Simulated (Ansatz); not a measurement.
**C₂H₆OSSi: a ladder of functionals and wavefunction methods**

One table from this session's results is given with a row withheld; the runs are named, their logs left out.

Program: Ansatz 0.2.0, Gaussian basis. Level of theory: functionals in def2-TZVPP, the program's frozen cores in correlated methods. These are calculated values, not measurements.

The runs, in order: LDA (SPW92), PBE-D4, revPBE-D4, BLYP-D4, r2SCAN-D4, B97M-V, PBE0-D4, B3LYP-D4, r2SCANh-D4, r2SCAN0-D4, HSE06-D4, BHLYP-D4, CAM-B3LYP-D4, LC-ωPBE, ωB97X-V, ωB97M-V, B2PLYP, PBE-QIDH; CCSD(T)/def2-SVP; CCSD(T)/def2-TZVPP; MP2/def2-QZVPP; extrapolation to the limit; RPA on PBE.

### The relaxed structure

The geometry comes from an earlier relaxation with PBE0-D4 in a triple-zeta def2 set; it is a stationary point, not always the lowest conformer.

SMILES `CC(=S)[SiH2]O`, 11 atoms, charge 0, spin multiplicity 1.

Atoms are counted from 1 here; the program's logs count them from 0.

Bond lengths: C1–C2 1.487 Å, C1–H6 1.096 Å, C1–H7 1.090 Å, C1–H8 1.096 Å, C2–S3 1.622 Å, C2–Si4 1.897 Å, Si4–O5 1.633 Å, Si4–H9 1.487 Å, Si4–H10 1.487 Å, O5–H11 0.969 Å. Angles: C2–C1–H6 109.8°, C2–C1–H7 112.2°, C2–C1–H8 109.7°, H6–C1–H7 109.5°, H6–C1–H8 105.9°, H7–C1–H8 109.5°, C1–C2–S3 123.3°, C1–C2–Si4 119.9°, S3–C2–Si4 116.9°, C2–Si4–O5 108.6°, C2–Si4–H9 108.2°, C2–Si4–H10 108.2°, O5–Si4–H9 111.5°, O5–Si4–H10 111.5°, H9–Si4–H10 108.7°, Si4–O5–H11 111.3°.

Geometry (Å):

```xyz
11
C2H6OSSi
C     0.19365   -0.54377    1.60798
C     0.13505   -0.61415    0.12363
S     0.37035   -1.98425   -0.71225
Si   -0.22960    0.95232   -0.88267
O    -0.23523    0.56192   -2.46833
H     0.95162    0.18652    1.91489
H     0.41652   -1.51149    2.05813
H    -0.76009   -0.16950    1.99845
H     0.82074    1.95781   -0.57150
H    -1.54697    1.48799   -0.44853
H    -0.05064   -0.38039   -2.59910
```

Set-up of the first run:

The input, in.yaml:

```yaml
crystal:
  periodic: [false, false, false]
  atoms:
    - {symbol: C, position_ang: [0.193648, -0.543767, 1.607983]}
    - {symbol: C, position_ang: [0.135054, -0.614148, 0.123631]}
    - {symbol: S, position_ang: [0.370355, -1.984248, -0.712249]}
    - {symbol: Si, position_ang: [-0.229596, 0.952319, -0.882671]}
    - {symbol: O, position_ang: [-0.235229, 0.561919, -2.468327]}
    - {symbol: H, position_ang: [0.951616, 0.186516, 1.914888]}
    - {symbol: H, position_ang: [0.416516, -1.511492, 2.058127]}
    - {symbol: H, position_ang: [-0.760092, -0.169503, 1.998445]}
    - {symbol: H, position_ang: [0.820741, 1.957805, -0.571497]}
    - {symbol: H, position_ang: [-1.546969, 1.487986, -0.448531]}
    - {symbol: H, position_ang: [-0.050644, -0.380388, -2.599098]}
basis:
  gaussian: {orbitals: def2-TZVPP}
hamiltonian: {xc: lda}
output: {orbitals: {seedname: orbitals}}
```

Among the steps run: LDA; PBE-D4 (GGA); revPBE-D4 (GGA); BLYP-D4 (GGA); r2SCAN-D4 (meta-GGA); B97M-V (meta-GGA); PBE0-D4 (hybrid); B3LYP-D4 (hybrid); r2SCANh-D4 (hybrid); r2SCAN0-D4 (hybrid); HSE06-D4 (hybrid); BHLYP-D4 (hybrid); CAM-B3LYP-D4 (range-separated); LC-ωPBE (range-separated); ωB97X-V (range-separated); ωB97M-V (range-separated); B2PLYP (double hybrid); PBE-QIDH (double hybrid).

One of the session's tables, all rows but one given; the rest of the session is left out.

It belongs to the step «Frontier levels by functional». 

| functional | HOMO (eV) | LUMO (eV) | gap (eV) |
| --- | --- | --- | --- |
| LDA (SPW92) | -5.73 | -3.73 | 2.00 |
| PBE-D4 | -5.58 | -3.55 | 2.03 |
| revPBE-D4 | -5.51 | -3.48 | 2.03 |
| BLYP-D4 | -5.42 | -3.38 | 2.04 |
| r2SCAN-D4 | -5.77 | -3.45 | 2.32 |
| B97M-V | -5.87 | -3.42 | 2.44 |
| PBE0-D4 | -6.75 | -2.65 | 4.10 |
| B3LYP-D4 | -6.52 | -2.82 | 3.70 |
| r2SCANh-D4 | -6.21 | -3.11 | 3.10 |
| r2SCAN0-D4 | -6.88 | -2.60 | 4.28 |
| HSE06-D4 | -6.35 | -3.03 | 3.32 |
| BHLYP-D4 | -7.80 | -1.55 | 6.25 |
| CAM-B3LYP-D4 | -8.06 | -1.47 | 6.59 |
| LC-ωPBE | -9.43 | -0.41 | 9.02 |
| ωB97X-V | -9.07 | -0.44 | 8.63 |
| ωB97M-V | ? | ? | ? |

Q: Estimate the row for ωB97M-V from the others.

**Answer.** HOMO (eV): -8.91; LUMO (eV): -0.49; gap (eV): 8.42. In the column «HOMO (eV)» it lies between ωB97X-V (-9.07) and CAM-B3LYP-D4 (-8.06).
